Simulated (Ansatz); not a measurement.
**LaTe (Fm-3m): compression over a wide range**

An exercise on one series of results from a longer session: the logs are not shown, and one member is left open.

Method: DFT PBEsol, scalar-relativistic, plane waves, PAW, in Ansatz 0.2.0.

## The system as given

It takes space group Fm-3m (No. 225, cubic). Conventional cell: a = 6.390 Å, b = 6.390 Å, c = 6.390 Å, α = 90.00°, β = 90.00°, γ = 90.00°. La (site symmetry m-3m) has 6 Te at 3.19 Å as nearest neighbours. Te (site symmetry m-3m) is surrounded by 6 La at 3.19 Å.

Coordinates:

```cif
data_structure
_symmetry_space_group_name_H-M 'Fm-3m'
_symmetry_Int_Tables_number 225
_cell_length_a 6.3897
_cell_length_b 6.3897
_cell_length_c 6.3897
_cell_angle_alpha 90.000
_cell_angle_beta 90.000
_cell_angle_gamma 90.000
_cell_volume 260.87
loop_
_atom_site_label
_atom_site_type_symbol
_atom_site_symmetry_multiplicity
_atom_site_Wyckoff_symbol
_atom_site_fract_x
_atom_site_fract_y
_atom_site_fract_z
_atom_site_occupancy
La1 La 4 a 0.00000 0.00000 0.00000 1
Te1 Te 4 b 0.50000 0.00000 0.00000 1
```

This cell comes from an earlier session at PBEsol: 32.609 Å³/atom at 0.00 GPa, on a 12×12×12 mesh.

Set-up of the first run:

input.yaml

```yaml
crystal:
  lattice:
    - [0.0, 3.1516482223, 3.1516482223]
    - [3.1516482223, 0.0, 3.1516482223]
    - [3.1516482223, 3.1516482223, 0.0]
  atoms:
    - { symbol: La, position: [0.0, 0.0, 0.0] }
    - { symbol: Te, position: [0.5, 0.5, 0.5] }
basis:
  ecutwfc: 420
  ecutrho_ratio: 4
kpoints:
  mp_grid: { grid: [12, 12, 12] }
hamiltonian:
  xc: pbesol
scf:
  occupations: { method: gaussian, width: 0.05 }
output:
  forces: true
  stress: true
  eigenvalues: true
```

On the command line:

```sh
ansatz run input.yaml --threads 1 --pin off --max-ram 2560MiB --backend cpu --events-out ev --progress --plain --runs-dir out
```

Steps of the session up to this table: Volume × 0.96; Volume × 1.04; Volume × 0.92; Volume × 0.88; Volume × 0.84; Volume × 0.8.

One table of the session follows, with a row left open; its other results are not shown here.

| volume (Å³/atom) | energy above the lowest (meV/atom) | pressure (GPa) |
| --- | --- | --- |
| 26.087 | 381.1 | 22.7 |
| 27.392 | 224.6 | 16.0 |
| 28.696 | 114.4 | 10.5 |
| 30.001 | ? | ? |
| 31.305 | 10.8 | 2.8 |
| 32.609 | 0.0 | 0.0 |
| 33.914 | 9.4 | -2.2 |

Q: Estimate the row for volume (Å³/atom) = 30.001 from the others.

Worked estimate for «energy above the lowest (meV/atom)». A straight line through the neighbours (28.696, 114.4) and (31.305, 10.8) gives 114.4 + (10.8 − 114.4) × (30.001 − 28.696) / (31.305 − 28.696) = 62.6; a parabola fitted to 4 rows on both sides gives 46.0.

As computed: energy above the lowest (meV/atom): 46.9; pressure (GPa): 6.2. In «energy above the lowest (meV/atom)» the line misses by +15.7 and the parabola by -0.9.

Caveats from the session: The k mesh is not the same at all volumes. Other structures may be lower in enthalpy at these pressures.
